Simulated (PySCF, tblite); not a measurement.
**C2H5BO5S: geometry, infrared bands and NMR shifts**

What infrared bands and NMR shifts should C2H5BO5S (`C=C(B(O)O)S(=O)(=O)O`) show?

Programs: tblite 0.8.0 and PySCF 2.14.0, with density-fitted response routines of our own. Each step states its level of theory. These are calculated values for one molecule in the gas phase, unless marked as measured. Atoms count from 0, in the outputs and in this text.

**1. The starting structure**

14 atoms, charge 0, multiplicity 1; geometry from: force field or distance geometry start.

Bonds of the start (Å): C0–C1 1.34, C1–B2 1.57, B2–O3 1.45, B2–O4 1.48, C1–S5 1.74, S5–O6 1.51, S5–O7 1.51, S5–O8 1.67, C0–H9 1.10, C0–H10 1.08, O3–H11 1.00, O4–H12 1.01, O8–H13 1.00.

**2. Geometry optimisation with GFN2-xTB**

The job: settings as JSON, then the geometry in Å.

```
{"job": {"kind": "relax", "xc": "GFN2-xTB", "basis": "xTB"}, "charge": 0, "multiplicity": 1}
C     -0.232200     1.701800     0.062600
C     -0.067900     0.386500    -0.100800
B     -1.320700    -0.396400    -0.626300
O     -1.426500    -1.808500    -0.310300
O     -2.605800     0.317800    -0.784700
S      1.427100    -0.419100     0.266200
O      2.035700     0.244300     1.475800
O      1.087700    -1.824400     0.694500
O      2.481400    -0.497600    -1.030800
H     -1.225500     2.088000    -0.190800
H      0.563500     2.342300     0.428300
H     -1.164200    -1.877000     0.656300
H     -2.942400     0.495900     0.151200
H      3.389100    -0.754200    -0.713300
```

The run is started by

```
$ OMP_NUM_THREADS=1 python probes_run.py task.json out
```

The driver reads the jobs from task.json and runs them one after another.

**Question.** This job is followed by: GFN2-xTB harmonic vibrations, gas phase; GIAO PBE0/pcSseg-1 NMR shielding, non-relativistic, gas phase. Predict these results of the whole session: strongest single infrared mode (GFN2-xTB); zero-point energy (GFN2-xTB); 13C shifts against TMS (PBE0/pcSseg-1); 1H shifts against TMS (PBE0/pcSseg-1, means over atoms taken as alike); 11B shifts against BF3·OEt2 (PBE0/pcSseg-1); 17O shifts against H2O (PBE0/pcSseg-1, means over atoms taken as alike); 33S shifts against CS2 (PBE0/pcSseg-1).

As calculated:

```
                                                               quantity                       value
                              strongest single infrared mode (GFN2-xTB)       1262 cm⁻¹, 751 km/mol
                                           zero-point energy (GFN2-xTB)               54.5 kcal/mol
                                 13C shifts against TMS (PBE0/pcSseg-1)            151.5, 143.7 ppm
 1H shifts against TMS (PBE0/pcSseg-1, means over atoms taken as alike)  7.16, 6.98, 6.31, 4.54 ppm
                            11B shifts against BF3·OEt2 (PBE0/pcSseg-1)                    22.0 ppm
17O shifts against H2O (PBE0/pcSseg-1, means over atoms taken as alike)     218.3, 210.6, 126.8 ppm
                                 33S shifts against CS2 (PBE0/pcSseg-1)                     324 ppm
```

In words: The optimisation took 116 steps and gained 2.811 eV; among the close pairs (by a distance rule), B2–O4 changed most, from 1.479 to 1.348 Å. All 36 modes are real, so the xTB geometry is a minimum. The strongest single mode, at 1262 cm⁻¹, is spread over several atoms, S5, O6, O7, B2 among them. Unscaled tight-binding wavenumbers are off by several per cent, some by more. Its intensities can rank the bands wrongly. The most deshielded carbon is C1 (fully substituted alkene carbon), at 151.5 ppm: as expected for a trigonal carbon in a double bond. At PBE0/pcSseg-1: The largest span, 299 ppm, is at S5, where the paramagnetic term is -873 ppm.
